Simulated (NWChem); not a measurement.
# InH3 (SMILES [H][In]([H])[H]): levels of theory compared

We compute a comparison of 3 runs (HF/STO-3G, HF/3-21G, PBE0/def2-SVP) of InH3. 

Program for the calculation: NWChem 7.3.0.

### 1 Starting point

InH3: 4 atoms, total charge 0, spin state singlet. As SMILES, `[H][In]([H])[H]`. Geometry: a GFN2-xTB relaxation, a rough one for these elements and not checked as a minimum.

Bond lengths: In1–H2 1.719 Å, In1–H3 1.719 Å, In1–H4 1.718 Å. Angles: H2–In1–H3 120.0°, H2–In1–H4 120.1°, H3–In1–H4 119.9°.

### 2 Energy and forces at HF/STO-3G (run 1)

Contents of h3in.nw:

```
start h3in
title "InH3"
memory 2200 mb
charge 0

geometry units atomic noautosym nocenter noautoz
 In     0.00120942    -0.00139840    -0.00102045
 H      3.24830693    -0.05251549     0.02553020
 H     -1.57699535     2.83723480    -0.03359933
 H     -1.67252100    -2.78333981     0.00908958
end

basis "ao basis" spherical bse
 * library STO-3G
end

scf
 thresh 1e-08
 maxiter 80
 print medium
end

task scf gradient
```

Run with:

```sh
$ nwchem h3in.nw > h3in.out
```

Log:

```text
[...]
  functions       =    30
[...]
  wavefunction    = RHF
[...]
         Total SCF energy =  -5684.583109591023
      One-electron energy =  -7963.761107199190
      Two-electron energy =   2233.377968051288
 Nuclear repulsion energy =     45.800029556878
        Time for solution =      1.2s
[...]
                         RHF ENERGY GRADIENTS
    atom               coordinates                        gradient
                 x          y          z           x          y          z
   1 In      0.001209  -0.001398  -0.001020    0.000084  -0.000202  -0.000124
   2 H       3.248307  -0.052515   0.025530    0.033813  -0.000480   0.000304
   3 H      -1.576995   2.837235  -0.033599   -0.016449   0.029506  -0.000311
   4 H      -1.672521  -2.783340   0.009090   -0.017449  -0.028824   0.000132
[...]
```

Wall time 2.2 s (1 thread of Intel Xeon Platinum 8488C (Sapphire Rapids), shared host); peak memory 0.098 GiB.

### 3 Energy and forces at HF/3-21G (run 2)

Contents of run.py:

```python
from ase import Atoms
from ase.calculators.nwchem import NWChem

system = Atoms(['In', 'H', 'H', 'H'], positions=[
    [0.000640, -0.000740, -0.000540],
    [1.718930, -0.027790, 0.013510],
    [-0.834510, 1.501400, -0.017780],
    [-0.885060, -1.472880, 0.004810],
])

calc = NWChem(
    label='h3in',
    theory='scf',
    memory='2200 mb',
    basis='3-21G',
    basispar='spherical bse',
    scf={'nopen': '0', 'rhf': None, 'thresh': '1e-08', 'maxiter': '80'},
)
system.calc = calc

forces = system.get_forces()
print("Total energy (eV):", round(system.get_potential_energy(), 6))
print("forces (eV/A):")
for s, f in zip(system.symbols, forces):
    print(f"{s:2s} {f[0]:10.5f} {f[1]:10.5f} {f[2]:10.5f}")
print("dipole (e A):", system.get_dipole_moment().round(4))
```

Run with:

```sh
$ export ASE_NWCHEM_COMMAND="nwchem PREFIX.nwi > PREFIX.nwo"
$ python run.py
```

Log:

```text
Total energy (eV): -155551.600873
forces (eV/A):
In    0.00031    0.01044    0.00247
H     0.73585   -0.01404    0.00489
H    -0.35589    0.64365   -0.00854
H    -0.38027   -0.64005    0.00118
dipole (e A): [ 0.0011 -0.0013 -0.0008]
```

The calculator wrote h3in.nwi:

```
title "h3in"

permanent_dir h3in

scratch_dir h3in

start h3in

geometry units angstrom nocenter noautosym noautoz
  In 6.4000000000000005e-04 -7.3999999999999999e-04 -5.4000000000000001e-04
  H  1.7189300000000001e+00 -2.7789999999999999e-02 1.3509999999999999e-02
  H  -8.3450999999999997e-01 1.5014000000000001e+00 -1.7780000000000001e-02
  H  -8.8505999999999996e-01 -1.4728800000000000e+00 4.8100000000000000e-03
end

memory 2200 mb

basis spherical bse noprint
   * library 3-21G
end

scf
  nopen 0
  rhf
  thresh 1e-08
  maxiter 80
end

task scf gradient
```

h3in.nwo:

```text
Northwest Computational Chemistry Package (NWChem) 7.3.0
             --------------------------------------------------------

           Job information
           ---------------

    nwchem branch   = 7.3.0
    use scalapack   = T
    input           = h3in.nwi
    prefix          = h3in.
    data base       = h3in/h3in.db
    status          = startup
    nproc           =        1

           Memory information
           ------------------

[... 5 lines left out ...]
    hardfail = no
[... 118 lines left out ...]
         Quadratically convergent ROHF
[... 14 lines left out ...]
       Final RHF  results
[... 4 lines left out ...]
      Two-electron energy =   2224.022681059914
[... 45 lines left out ...]
                       ROHF Final Molecular Orbital Analysis
[... 202 lines left out ...]
                 ----------------------------------------
                 |  Time  |  1-e(secs)   |  2-e(secs)   |
                 ----------------------------------------
                 |  CPU   |       0.00   |       0.20   |
                 ----------------------------------------
                 |  WALL  |       0.00   |       0.20   |
                 ----------------------------------------

 Task  times  cpu:        1.7s     wall:        1.7s
 Total times  cpu:        1.8s     wall:        1.8s
```

Wall time 2.9 s (1 thread of Intel Xeon Platinum 8488C (Sapphire Rapids), shared host); peak memory 0.099 GiB.

### 4 Energy and gradient at PBE0/def2-SVP (core potential) (run 3)

Contents of calc.nw:

```
start calc
memory total 2200 mb

geometry noautosym nocenter noautoz
In       0.000640      -0.000740      -0.000540
H        1.718930      -0.027790       0.013510
H       -0.834510       1.501400      -0.017780
H       -0.885060      -1.472880       0.004810
end

basis spherical bse
In library def2-SVP
H library def2-SVP
end

ecp bse
In library def2-SVP
end

dft
xc pbe0
mult 1
grid xfine
convergence energy 1e-08
iterations 100
mulliken
end

task dft gradient
```

Run with:

```sh
$ nwchem calc.nw > calc.out
```

Log:

```text
[...]
          Wavefunction type:  closed shell.
          No. of atoms     :     4
          No. of electrons :    24
[...]
          Charge           :     0
          Spin multiplicity:     1
[...]
          AO basis - number of functions:    41
[...]
              XC Information
              --------------
                         PBE0 Method XC Functional
                     Hartree-Fock (Exact) Exchange  0.250
          PerdewBurkeErnzerhof Exchange Functional  0.750
            Perdew 1991 LDA Correlation Functional  1.000 local
           PerdewBurkeErnz. Correlation Functional  1.000 non-local
[...]
 d= 0,ls=0.0,diis     1   -191.8620900941 -2.12D+02  1.38D-02  4.22D-02     1.2
[...]
 d= 0,ls=0.0,diis     6   -191.8748248968 -5.55D-09  8.52D-07  5.62D-10     5.7
         Total DFT energy =     -191.874824896828
      One electron energy =     -376.104750014797
           Coulomb energy =      182.068453762052
    Exchange-Corr. energy =      -17.771892465027
 Nuclear repulsion energy =       19.933363820944
[...]
  wavefunction    = closed shell
                         DFT ENERGY GRADIENTS
    atom               coordinates                        gradient
                 x          y          z           x          y          z
   1 In      0.001209  -0.001398  -0.001020   -0.000003  -0.000172  -0.000057
   2 H       3.248307  -0.052515   0.025530   -0.003445   0.000091  -0.000008
   3 H      -1.576995   2.837235  -0.033599    0.001652  -0.003029   0.000055
   4 H      -1.672521  -2.783340   0.009090    0.001795   0.003110   0.000009
[...]
```

Run time: 7.8 s. Hardware: 1 thread of Intel Xeon Platinum 8488C (Sapphire Rapids), shared host; peak memory 0.12 GiB.

### 5 Overview of the runs

```tsv
run	level	iteration cap	module	energy (Eh)	dipole moment (D)	HOMO energy (eV)	LUMO energy (eV)	wall time
1	HF/STO-3G	80	scf	-5684.583110	0.01	-8.58	5.80	2.2 s
2	HF/3-21G	80	scf	-5716.415942	0.01	-10.95	0.64	2.9 s
3	PBE0/def2-SVP (core potential)	100	dft	-191.874825	0.01	-8.14	-1.86	7.8 s
```

### 6 Results

| quantity | value |
| --- | --- |
| run 3: total energy | -191.87482 Eh |
| run 3: dipole moment | 0.01 D |
| run 3: HOMO energy | -8.14 eV |
| run 3: LUMO energy | -1.86 eV |
| run 3: HOMO–LUMO gap | 6.28 eV |
| run 3: largest force on an atom | 0.185 eV/Å |

**Reading.** The HOMO–LUMO gap runs from 6.28 eV (PBE0/def2-SVP) to 14.38 eV (HF/STO-3G). The two ends differ in method and basis and core potential. Some runs of one species differ in core potentials or relativity; totals across that change don't compare. In run 1 the basis is minimal, so the values are rough. In runs 1, 2 relativity is left out where basis or elements ask for it. All runs together took 13 s, the longest 7.8 s.
